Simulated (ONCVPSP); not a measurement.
# Pseudopotential generation for gadolinium: ONCV, LDA (Perdew-Wang 92)

Aim: build the potential from the settings below, then test how well it stands in for the atom: other configurations, scattering, ghost states and the plane-wave cutoff that it needs.

The numbers are computed with ONCVPSP 4.0.1 (LDA (Perdew-Wang 92), scalar-relativistic, spin-unpolarised reference atom).

## (1) The atom and the settings

The settings as typed:

| Item | Value |
| --- | --- |
| element | gadolinium (Gd, Z = 64) |
| type | optimised norm-conserving Vanderbilt (ONCV) |
| frozen core | [Kr] 4d10 |
| valence charge | 18 |
| reference configuration | 4f7 5s2 5p6 5d1 6s1 (charge +1) |
| partial waves | 5s+6s: rc 1.95 bohr, ncon 4, nbas 7, qcut 4.9 1/bohr, 2 projectors; 5p: rc 1.90 bohr, ncon 3, nbas 6, qcut 7.8 1/bohr, 2 projectors, debl 2.9 Ha; 5d: rc 3.50 bohr, ncon 4, nbas 9, qcut 5.4 1/bohr, 1 projector; 4f: rc 1.05 bohr, ncon 4, nbas 8, qcut 13.4 1/bohr, 2 projectors, debl 0.7 Ha |
| local potential | polynomial inside 0.65 bohr (lpopt 5, dvloc0 0 Ha) |
| core correction | not asked for |

The outer shells as boxes (Hund's rule for the drawing; the calculation is spin-unpolarised):

```
[Kr] core
4d [↑↓][↑↓][↑↓][↑↓][↑↓]
4f [↑ ][↑ ][↑ ][↑ ][↑ ][↑ ][↑ ]
5s [↑↓]
5p [↑↓][↑↓][↑↓]
5d [↑ ][  ][  ][  ][  ]
6s [↑ ]
```

The nodes and maxima of the atom's own shells, from an earlier all-electron run, set the scale for the radii.

All-electron outer shells of the reference configuration (LDA (PZ), scalar-relativistic, ld1.x):

| shell | level (eV) | outermost node (bohr) | outermost maximum (bohr) |
| --- | --- | --- | --- |
| 4d | -154.00 | 0.27 | 0.56 |
| 5s | -56.29 | 0.65 | 1.20 |
| 5p | -33.77 | 0.70 | 1.35 |
| 4f | -15.32 | – | 0.56 |
| 6s | -9.55 | 1.59 | 3.17 |
| 5d | -8.65 | 0.79 | 1.95 |
| 6p | -5.89 | 1.90 | 4.02 |

## (2) Generation

File Gd.dat:

```
# ATOM AND REFERENCE CONFIGURATION
# atsym  z   nc   nv     iexc    psfile
  Gd 64.00    9    5  -001012      upf
#
#   n    l    f
    1    0    2.00
    2    0    2.00
    2    1    6.00
    3    0    2.00
    3    1    6.00
    3    2   10.00
    4    0    2.00
    4    1    6.00
    4    2   10.00
    4    3    7.00
    5    0    2.00
    5    1    6.00
    5    2    1.00
    6    0    1.00
#
# PSEUDOPOTENTIAL AND OPTIMIZATION
# lmax
    3
#
#   l,   rc,      ep,       ncon, nbas, qcut
    0    1.95    0.00    4    7    4.90
    1    1.90    0.00    3    6    7.80
    2    3.50    0.00    4    9    5.40
    3    1.05    0.00    4    8   13.40
#
# LOCAL POTENTIAL
# lloc, lpopt,  rc(5),   dvloc0
    4    5    0.65    0.00
#
# VANDERBILT-KLEINMAN-BYLANDER PROJECTORs
# l, nproj, debl
    0    2    3.40
    1    2    2.90
    2    1    2.60
    3    2    0.70
#
# MODEL CORE CHARGE
# icmod, fcfact, rcfact
    0    0.00    0.00
#
# LOG DERIVATIVE ANALYSIS
# epsh1, epsh2, depsh
   -4.00    5.00    0.02
#
# OUTPUT GRID
# rlmax, drl
    6.00    0.01
#
# TEST CONFIGURATIONS
# ncnf
    4
# nvcnf
#   n    l    f
    5
    4    3    7.00
    5    0    2.00
    5    1    6.00
    5    2    1.00
    6    0    2.00
#
    5
    4    3    7.00
    5    0    2.00
    5    1    6.00
    5    2    1.00
    6    0    0.00
#
    5
    4    3    7.00
    5    0    2.00
    5    1    6.00
    5    2    0.00
    6    0    0.00
#
    6
    4    3    7.00
    5    0    2.00
    5    1    6.00
    5    2    1.00
    6    0    0.00
    6    1    2.00
#
```

Started as:

```console
$ oncvpsp.x < Gd.dat > Gd.out
```

What does the calculation give? Wanted: cutoffs for 1 and 0.1 mHa per electron, occupied waves; bound ghosts; GHOST(+) flags; largest test error; largest phase difference near zero energy, channels read.

**Answer**, as computed:

```
                                                quantity                                             value
  cutoffs for 1 and 0.1 mHa per electron, occupied waves                                 145 Ha and 249 Ha
                                            bound ghosts  s at -718.34 eV, p at -322.08 eV, d at -89.11 eV
                                          GHOST(+) flags                                none at low energy
                            largest test error (AE − PS)                 +8.5 meV, for 4f7 5s2 5p6 5d0 6s0
largest phase difference near zero energy, channels read                                         0.046 rad
```

**Reading.** A bound ghost (s, p, d) makes it unfit for use: electrons can fall into a state that the atom doesn't have. The worst unpolarised test, 4f7 5s2 5p6 5d0 6s0, is off by 8.5 meV on 32.4 eV; by total energies transferability rates as good. Atomic tests can pass in spite of a ghost, since they solve only for the levels asked. The potential is very hard: the looser tolerance needs 145 Ha. At the looser tolerance the 4f wave is the slowest; 5p needs 19 Ha. Near zero energy the largest phase difference among the channels read is 0.05 rad, in the d channel. The pseudo curves have a pole with no partner nearby in the atom's: d at -3.26 Ha.
